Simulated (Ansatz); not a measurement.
**SbN2H5: one species, many methods**

An exercise on one series of results from a longer session: the logs are not shown, and one member is left open.

Computed with Ansatz 0.2.0, Gaussian basis. Level: functionals in def2-TZVPP, the program's frozen cores in correlated methods.

The runs, in order: LDA (SPW92), PBE-D4, revPBE-D4, BLYP-D4, r2SCAN-D4, B97M-V, PBE0-D4, B3LYP-D4, r2SCANh-D4, r2SCAN0-D4, HSE06-D4, BHLYP-D4, CAM-B3LYP-D4, LC-ωPBE, ωB97X-V, ωB97M-V, B2PLYP, PBE-QIDH; CCSD(T)/def2-SVP; CCSD(T)/def2-TZVPP; MP2/def2-QZVPP; extrapolation to the limit; RPA on PBE.

## The relaxed structure

The geometry comes from an earlier relaxation with PBE0-D4 in a triple-zeta def2 set; it is a stationary point, not always the lowest conformer. Sb takes the def2 core potential; no spin-orbit term is included.

SMILES `[NH2][SbH][NH2]`, 8 atoms, charge 0, spin multiplicity 1.

Atoms are counted from 1 here; the program's logs count them from 0.

Bond lengths: N1–Sb2 2.033 Å, N1–H4 1.011 Å, N1–H5 1.011 Å, Sb2–N3 2.021 Å, Sb2–H6 1.729 Å, N3–H7 1.011 Å, N3–H8 1.011 Å. Angles: Sb2–N1–H4 113.0°, Sb2–N1–H5 112.9°, H4–N1–H5 108.3°, N1–Sb2–N3 93.7°, N1–Sb2–H6 90.0°, N3–Sb2–H6 99.7°, Sb2–N3–H7 114.2°, Sb2–N3–H8 115.1°, H7–N3–H8 109.6°.

Coordinates:

```xyz
8

N    -1.0396    0.4872   -0.9472
Sb   -0.2449    0.4582    0.9239
N     0.7236   -1.2906    0.6253
H    -2.0400    0.3391   -0.9546
H    -0.8410    1.3443   -1.4460
H     0.9855    1.5629    0.4189
H     1.1550   -1.6731    1.4562
H     1.3936   -1.2853   -0.1323
```

Set-up of the first run:

File in.yaml:

```yaml
crystal:
  periodic: [false, false, false]
  atoms:
    - {symbol: N, position_ang: [-1.039600, 0.487249, -0.947175]}
    - {symbol: Sb, position_ang: [-0.244935, 0.458155, 0.923932]}
    - {symbol: N, position_ang: [0.723628, -1.290616, 0.625258]}
    - {symbol: H, position_ang: [-2.040021, 0.339142, -0.954598]}
    - {symbol: H, position_ang: [-0.840961, 1.344319, -1.446043]}
    - {symbol: H, position_ang: [0.985518, 1.562866, 0.418947]}
    - {symbol: H, position_ang: [1.154993, -1.673066, 1.456222]}
    - {symbol: H, position_ang: [1.393578, -1.285250, -0.132344]}
basis:
  gaussian: {orbitals: def2-TZVPP}
hamiltonian: {xc: lda}
output: {orbitals: {seedname: orbitals}}
```

Started as:

```sh
$ ansatz run in.yaml --threads 2 --pin off --events-out ev --progress --plain --max-ram 4352MiB
```

Steps of the session up to this table: LDA; PBE-D4 (GGA); revPBE-D4 (GGA); BLYP-D4 (GGA); r2SCAN-D4 (meta-GGA); B97M-V (meta-GGA); B3LYP-D4 (hybrid); r2SCANh-D4 (hybrid); r2SCAN0-D4 (hybrid); HSE06-D4 (hybrid); BHLYP-D4 (hybrid); CAM-B3LYP-D4 (range-separated); LC-ωPBE (range-separated); ωB97X-V (range-separated); ωB97M-V (range-separated); B2PLYP (double hybrid); PBE-QIDH (double hybrid).

One of the session's tables, all rows but one given; the rest of the session is left out.

It belongs to the step «Frontier levels by functional». 

```
  functional  HOMO (eV)  gap (eV)
 LDA (SPW92)      -5.66      4.32
      PBE-D4      -5.50      4.35
   revPBE-D4      -5.44      4.38
     BLYP-D4      -5.38      4.29
   r2SCAN-D4      -5.76      4.88
      B97M-V      -5.79      4.77
     PBE0-D4      -6.68      6.27
    B3LYP-D4      -6.49      5.83
  r2SCANh-D4          ?         ?
  r2SCAN0-D4      -6.86      6.62
    HSE06-D4      -6.29      5.51
    BHLYP-D4      -7.75      8.03
CAM-B3LYP-D4      -8.00      8.44
     LC-ωPBE      -9.27     10.84
     ωB97X-V      -8.95     10.38
     ωB97M-V      -8.86     10.03
```

Estimate the missing values for r2SCANh-D4.

Worked estimate for «HOMO (eV)». Against the share of exact exchange, r2SCAN-D4 (0, -5.76), r2SCAN0-D4 (0.25, -6.86) give a slope of -4.40 per unit share; at 0.1 the line stands at -6.20.

As computed: HOMO (eV): -6.20; gap (eV): 5.59. In «HOMO (eV)» the line misses by 0.00.
